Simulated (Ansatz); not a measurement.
Runs of Ansatz 0.2.0 on WF. The structure is trigonal, space group R3m (No. 160). The conventional cell has a = 2.732 Å, b = 2.732 Å, c = 15.209 Å, α = 90.00°, β = 90.00°, γ = 120.00°. W (site symmetry 3m) is surrounded by 1 F at 1.87 Å. F (site symmetry 3m) is surrounded by 1 W at 1.87 Å. The cell was built by a generator and needn't be a form met in nature.

```csv
screening (1/Å),gap on the mesh (eV),pressure (GPa),largest force (eV/Å)
0.15,none,-7.2,(a)
0.1,none,(c),0.65
0.2,none,(b),0.59
0.4,none,-5.5,0.49
0.6,none,-4.6,(d)
0.3,none,-6.1,0.54
```

Alike in all rows: task single point; level HSE06 form with a typed share of exact exchange; potentials or basis Ansatz PAW; no spin polarisation; cell as given; k mesh 6 × 6 × 6; cutoff (eV) 420; smearing fermi-dirac 0.05 eV; the mesh is coarse, so values aren't converged.

Estimate the missing entries.

(a) 0.61; (b) -6.8; (c) -8.0; (d) 0.39.

Caveats: all runs use coarse meshes; an odd number of electrons without spin polarisation forces a metal; a magnetic or distorted state may lie lower; the PAW data sets come from PBE, with cores solved anew for the run's functional, which leaves a small shift of forces and pressure; the thresholds are loose for stress.

A k mesh can miss the band edges, and the runs leave out spin-orbit coupling on W.

A gap of «none» marks a metal or a gap under the smearing width.
